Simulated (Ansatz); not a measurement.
# GaGe (quartet): wave-function methods side by side at distance Ge1–Ga2 = 5.419 Å, cc-pVDZ

Aim: climb from Hartree-Fock through coupled cluster and multireference methods for GaGe (quartet) at one geometry and basis, and see what each rung misses.

Method: cc-pVDZ, core rule «outside noble gas», up to 28 orbitals frozen; program: Ansatz 0.2.0, Gaussian basis.

The runs, in order: UHF; CCSD(T) on ROHF; CCSD(T) on UHF; BCCD(T) on ROHF; CISD as a restricted active space (open shells left free, so some higher excitations enter); CCSDT(Q) on ROHF; CCSDT(Q) on UHF; CASSCF and MRCISD+Q, 5 electrons in 5 orbitals; CASSCF and NEVPT2, 5 electrons in 5 orbitals; CASSCF and MRCISD+Q, 7 electrons in 8 orbitals; CASSCF and MRCISD+Q(relaxed), 7 electrons in 8 orbitals; CASSCF and NEVPT2, 7 electrons in 8 orbitals; Full CI.

22 further runs of the same task are left out: 3 for a known fault of the program, 13 that didn't finish, 6 set aside as unsound or not needed. Runs told in other sessions of the task aren't counted.

### Step 1. The geometry

The geometry derives from a PBE0/def2-TZVP stationary point (not a proven minimum). One bond is set to the value named and the two fragments are kept rigid. No spin-orbit coupling is included. The filled d shell of Ge, Ga may be among the frozen orbitals whatever the setting's name suggests.

2 atoms, charge 0, spin multiplicity 4.

Atoms are counted from 1 here; the program's logs count them from 0.

No contacts short enough for the rule that draws bonds.

### Step 2. UHF

in.yaml

```yaml
crystal:
  periodic: [false, false, false]
  atoms:
    - {symbol: Ge, position_ang: [0.000000, 0.000000, 0.000000]}
    - {symbol: Ga, position_ang: [0.000000, 0.000000, 5.419000]}
basis:
  gaussian: {orbitals: cc-pVDZ}
magnetization: {spin_polarized: true, initial_magnetization: 3}
hamiltonian: {xc: hf}
output: {orbitals: {seedname: orbitals}}
```

Started as:

```sh
ansatz run in.yaml --threads 1 --pin off --events-out ev --progress --plain --max-ram 2393MiB
```

Further steps of the session: CCSD(T) on ROHF; CCSD(T) on UHF; BCCD(T) on ROHF; CISD as a restricted active space (open shells left free, so some higher excitations enter); CCSDT(Q) on ROHF; CCSDT(Q) on UHF; CASSCF and MRCISD+Q, 5 electrons in 5 orbitals; CASSCF and NEVPT2, 5 electrons in 5 orbitals; CASSCF and MRCISD+Q, 7 electrons in 8 orbitals; CASSCF and MRCISD+Q(relaxed), 7 electrons in 8 orbitals; CASSCF and NEVPT2, 7 electrons in 8 orbitals; Full CI.

Before running them: what should the planned runs give, taken together? Wanted: FCI from the RHF energy; RMP2 from FCI; UMP2 from FCI; RCCSD from FCI; RCCSD(T) from FCI; UCCSD(T) from FCI; RCCSDT(Q) from FCI; UCCSDT(Q) from FCI; T1 diagnostic.

The runs gave:

| quantity | value |
| --- | --- |
| FCI from the ROHF energy | -2.9468 eV |
| RMP2 from FCI | +20.80 kcal/mol |
| UMP2 from FCI | +20.45 kcal/mol |
| RCCSD from FCI | +1.64 kcal/mol |
| RCCSD(T) from FCI | +0.75 kcal/mol |
| UCCSD(T) from FCI | +0.46 kcal/mol |
| RCCSDT(Q) from FCI | +0.18 kcal/mol |
| UCCSDT(Q) from FCI | -0.05 kcal/mol |
| levels within 1 kcal/mol (43 meV) | RCCSD(T), UCCSD(T), BCCD(T), RCCSDT, UCCSDT, RCCSDT(Q), UCCSDT(Q) |
| T1 diagnostic | 0.021 |
| effectively unpaired electrons | 3.25 |

What this shows: RCCSD(T) lands +0.75 kcal/mol from the yardstick (1.1 % of the correlation energy). UCCSDT(Q) falls below full CI: unrestricted runs freeze a spin-polarised core, another one than full CI's, and coupled cluster isn't variational. The occupations show static correlation (3.25 effectively unpaired electrons where one determinant has 3). These misses are within one basis, not against nature; the frozen cores of restricted and unrestricted runs differ, which can shift their rows.

Levels on UHF freeze UHF's core orbitals, full CI those of ROHF, so the U rows can settle a little off it for that reason alone.

With open shells the CI space here admits some higher excitations, so it is larger than plain CISD.
